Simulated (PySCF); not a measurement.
# [Pr(NH3)2]3+: other functionals and bases at one geometry

The task here is to estimate one member of a computed series from the others.

Method: several levels, as the steps say, no spin–orbit coupling; program: PySCF 2.14.0.

3 further runs of the same task are left out: 2 for a known fault of the program, 1 that didn't finish.

## The system as given

9 atoms, charge 3, spin multiplicity 1.

Bond lengths: Pr1–N2 2.481 Å, Pr1–N6 2.481 Å, N2–H3 1.050 Å, N2–H4 1.049 Å, N2–H5 1.050 Å, N6–H7 1.050 Å, N6–H8 1.049 Å, N6–H9 1.050 Å. Angles: N2–Pr1–N6 112.8°, Pr1–N2–H3 114.6°, Pr1–N2–H4 116.7°, Pr1–N2–H5 115.9°, H3–N2–H4 102.6°, H3–N2–H5 102.4°, H4–N2–H5 102.6°, Pr1–N6–H7 114.6°, Pr1–N6–H8 116.6°, Pr1–N6–H9 116.0°, H7–N6–H8 102.6°, H7–N6–H9 102.4°, H8–N6–H9 102.6°.

As a file:

```
Pr    1.1751   -0.0467    0.0000
N    -0.1970    0.0091    2.0663
H     0.2713    0.4598    2.8907
H    -1.1100    0.5225    2.0122
H    -0.4822   -0.9248    2.4522
N    -0.1971    0.0056   -2.0664
H     0.2654   -0.4163   -2.9092
H    -1.1162   -0.4982   -2.0332
H    -0.4704    0.9584   -2.4126
```

Formal oxidation states: Pr +3. Each metal's 2 4f electrons lie in its core potential, so multiplicities, spins and levels count the valence alone. An earlier session relaxed this geometry at PBE, Pr lcecp-1-SVP with ECP48, N def2-SVP, H def2-SVP (singlet, point group C1).

At PBE on the finer grid: E = -144.645784 Eh, HOMO -23.85 eV, LUMO -18.75 eV, Mulliken charge on Pr1 +2.07 e, largest force component 0.014 eV/Å. 

Levels to run: revPBE; TPSSh; BLYP; PBE0; PBE, TZVP. Hardware: 2 threads of Arm Neoverse V1, shared host.

The first run:

Input file run.py (the lines that set the calculation):

```python
mol = gto.M(atom='''
Pr     1.17512    -0.04668     0.00004
N     -0.19702     0.00912     2.06627
H      0.27133     0.45983     2.89073
H     -1.10998     0.52247     2.01221
H     -0.48216    -0.92484     2.45221
N     -0.19709     0.00555    -2.06639
H      0.26536    -0.41631    -2.90923
H     -1.11622    -0.49819    -2.03323
H     -0.47038     0.95839    -2.41261''',
    basis={'Pr': 'lcecp-1-SVP', 'N': 'def2-SVP', 'H': 'def2-SVP'},
    ecp={'Pr': 'lcecp-1-SVP'},
    charge=3, spin=0)
mf = dft.RKS(mol, xc='PBE_R,PBE')
mf.grids.atom_grid = (75, 302)  # f atoms: unpruned, at least (60, 302)
mf = mf.density_fit()  # fitting sets: Pr AutoAux, N def2-universal-JKFIT, H def2-universal-JKFIT
mf.conv_tol = 1e-08; mf.max_cycle = 55
mf.kernel(dm0)  # dm0: the density of the relaxed state
```

The run is started by

```bash
OMP_NUM_THREADS=2 python run.py
```

Among the steps run: revPBE; TPSSh; BLYP; PBE0; PBE, TZVP.

One of the session's tables, all rows but one given; the rest of the session is left out.

| level | HOMO (eV) | gap (eV) | charge on Pr1 (e) | dipole (D) | largest force component (eV/Å) |
| --- | --- | --- | --- | --- | --- |
| PBE (relaxed here) | -23.85 | 5.10 | 2.07 | 3.35 | 0.01 |
| revPBE | -23.82 | 5.13 | 2.09 | 3.30 | 0.14 |
| TPSSh | ? | ? | ? | ? | ? |
| BLYP | -23.68 | 4.97 | 2.07 | 3.30 | 0.22 |
| PBE0 | -25.30 | 7.50 | 2.17 | 3.04 | 0.35 |
| PBE, TZVP | -23.76 | 5.11 | 2.25 | 3.36 | 0.32 |

Estimate the missing values for TPSSh.

**Answer.** HOMO (eV): -24.49; gap (eV): 6.32; charge on Pr1 (e): 2.16; dipole (D): 3.08; largest force component (eV/Å): 0.32. In the column «HOMO (eV)» it lies between PBE0 (-25.30) and PBE (relaxed here) (-23.85).

The dipole of a charged species depends on the origin, so these sizes hold for this origin alone.

In one basis the HOMO–LUMO gap runs from 4.97 eV (BLYP) to 7.50 eV (PBE0). The largest leftover force, 0.35 eV/Å with PBE0, stands at a geometry relaxed at another level. With 4f in the core, its levels are missing from HOMO and gap, and its count is fixed, so no charge can pass from the ligands into it. Total energies of different levels can't be compared.
